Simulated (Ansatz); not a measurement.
# ClH₅N₃Ta: how energies converge with the basis set

The task here is to estimate one member of a computed series from the others.

Method: one geometry, several basis sets; program: Ansatz 0.2.0, Gaussian basis.

The runs, in order: PBE0-D4/def2-SVP; ωB97M-V/def2-SVP; PBE0-D4/def2-QZVPP; ωB97M-V/def2-QZVPP; the functionals' def2-TZVPP values are taken from earlier runs.

## The relaxed structure

The geometry comes from an earlier relaxation with PBE0-D4 in a triple-zeta def2 set; it is a stationary point, not always the lowest conformer. Ta takes the def2 core potential; no spin-orbit term is included.

SMILES `[NH]=[Ta]([NH2])([NH2])[Cl]`, 10 atoms, charge 0, spin multiplicity 1.

Atoms are counted from 1 here; the program's logs count them from 0.

Bond lengths: N1–Ta2 1.761 Å, N1–H6 1.006 Å, Ta2–N3 1.978 Å, Ta2–N4 1.978 Å, Ta2–Cl5 2.339 Å, N3–H7 1.008 Å, N3–H8 1.011 Å, N4–H9 1.008 Å, N4–H10 1.011 Å. Angles: Ta2–N1–H6 171.7°, N1–Ta2–N3 105.6°, N1–Ta2–N4 105.6°, N1–Ta2–Cl5 113.8°, N3–Ta2–N4 112.0°, N3–Ta2–Cl5 109.9°, N4–Ta2–Cl5 109.9°, Ta2–N3–H7 125.6°, Ta2–N3–H8 124.2°, H7–N3–H8 110.0°, Ta2–N4–H9 125.6°, Ta2–N4–H10 124.2°, H9–N4–H10 110.0°.

Geometry (Å):

```
N    -1.30584    0.31195   -1.26315
Ta    0.19259    0.28488   -0.33790
N     0.73107   -1.61651   -0.25447
N    -0.27158    1.00307    1.44562
Cl    1.91123    1.55743   -1.28516
H    -2.09070    0.41466   -1.88422
H     0.23446   -2.38537   -0.67640
H     1.50447   -1.96406    0.29587
H    -1.18449    1.32197    1.72963
H     0.36199    1.02087    2.23308
```

Set-up of the first run:

in.yaml

```yaml
crystal:
  periodic: [false, false, false]
  atoms:
    - {symbol: N, position_ang: [-1.305841, 0.311954, -1.263154]}
    - {symbol: Ta, position_ang: [0.192595, 0.284877, -0.337903]}
    - {symbol: N, position_ang: [0.731070, -1.616514, -0.254474]}
    - {symbol: N, position_ang: [-0.271575, 1.003070, 1.445624]}
    - {symbol: Cl, position_ang: [1.911230, 1.557434, -1.285161]}
    - {symbol: H, position_ang: [-2.090701, 0.414661, -1.884221]}
    - {symbol: H, position_ang: [0.234460, -2.385367, -0.676398]}
    - {symbol: H, position_ang: [1.504467, -1.964055, 0.295871]}
    - {symbol: H, position_ang: [-1.184491, 1.321973, 1.729634]}
    - {symbol: H, position_ang: [0.361987, 1.020868, 2.233083]}
basis:
  gaussian: {orbitals: def2-SVP}
hamiltonian: {xc: pbe0, dispersion: d4}
output: {orbitals: {seedname: orbitals}}
```

Run with:

```
> ansatz run in.yaml --threads 4 --pin off --events-out ev --progress --plain --max-ram 10444MiB
```

Steps of the session up to this table: PBE0-D4 in def2-SVP; ωB97M-V in def2-SVP; PBE0-D4 in def2-QZVPP; ωB97M-V in def2-QZVPP.

One table of the session follows, with a row left open; its other results are not shown here.

It belongs to the step «Density functionals: the series». 

| functional | basis | HOMO (eV) |
| --- | --- | --- |
| PBE0-D4 | def2-SVP | -7.34 |
| PBE0-D4 | def2-TZVPP | -7.47 |
| PBE0-D4 | def2-QZVPP | -7.52 |
| ωB97M-V | def2-SVP | ? |
| ωB97M-V | def2-TZVPP | -9.76 |
| ωB97M-V | def2-QZVPP | -9.82 |

Estimate the missing values for ωB97M-V, def2-SVP.

As computed: HOMO (eV): -9.60. In the column «HOMO (eV)» it lies between ωB97M-V, def2-TZVPP (-9.76) and PBE0-D4, def2-QZVPP (-7.52).
